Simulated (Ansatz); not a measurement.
# BrClGeH4: the cost of one run

Method: RKS PBE0/def2-SVP, in Ansatz 0.2.0.

## Step 1: The system as given

Bond lengths: Ge1–Cl2 2.570 Å, Ge1–H3 1.550 Å, Ge1–H4 1.549 Å, Ge1–H5 1.549 Å, Ge1–Br6 2.700 Å, Cl2–H7 1.519 Å, Br6–H7 1.695 Å. Angles: Ge1–Cl2–H7 73.4°, Cl2–Ge1–H3 109.5°, Cl2–Ge1–H4 109.5°, Cl2–Ge1–H5 109.5°, Cl2–Ge1–Br6 71.6°, H3–Ge1–H4 109.5°, H3–Ge1–H5 109.5°, H3–Ge1–Br6 178.9°, H4–Ge1–H5 109.5°, H4–Ge1–Br6 70.0°, H5–Ge1–Br6 70.0°, Ge1–Br6–H7 67.6°, Cl2–H7–Br6 147.4°.

Coordinates:

```xyz
7

Ge    0.0000    0.0000    0.0000
Cl    0.0000    0.0000    2.5700
H     1.4616    0.0000   -0.5162
H    -0.7300    1.2648   -0.5162
H    -0.7300   -1.2648   -0.5162
Br   -2.5623    0.0000    0.8514
H    -1.4556    0.0000    2.1355
```

## Step 2: Pulling towards end A

Springs on the bonds that form and break draw the guess towards this end; the thresholds are loose.

input.yaml

```yaml
crystal:
  periodic: [false, false, false]
  atoms:
    - { symbol: Ge, position_ang: [0.0, 0.0, 0.0] }
    - { symbol: Cl, position_ang: [0.0, 0.0, 2.57] }
    - { symbol: H, position_ang: [1.4616, 0.0, -0.5162] }
    - { symbol: H, position_ang: [-0.73, 1.2648, -0.5162] }
    - { symbol: H, position_ang: [-0.73, -1.2648, -0.5162] }
    - { symbol: Br, position_ang: [-2.5623, 0.0, 0.8514] }
    - { symbol: H, position_ang: [-1.4556, 0.0, 2.1355] }
basis:
  gaussian: { orbitals: def2-SVP }
hamiltonian:
  xc: pbe0
relax:
  f_tol: 0.15
  max_steps: 25
  restrain:
    - { distance: [0, 5], at: 3.6, k: 30.0 }
    - { distance: [6, 1], at: 2.57, k: 30.0 }
    - { distance: [0, 1], at: 2.22, k: 30.0 }
    - { distance: [6, 5], at: 1.55, k: 30.0 }
```

On the command line:

```console
ansatz run input.yaml --threads 2 --pin off --max-ram 3072MiB --backend cpu --events-out ev --progress --plain --runs-dir out
```

What time and memory should one allow on 2 threads of Arm Neoverse V2, shared host?

About 16 s, with a peak of 0.25 GiB.
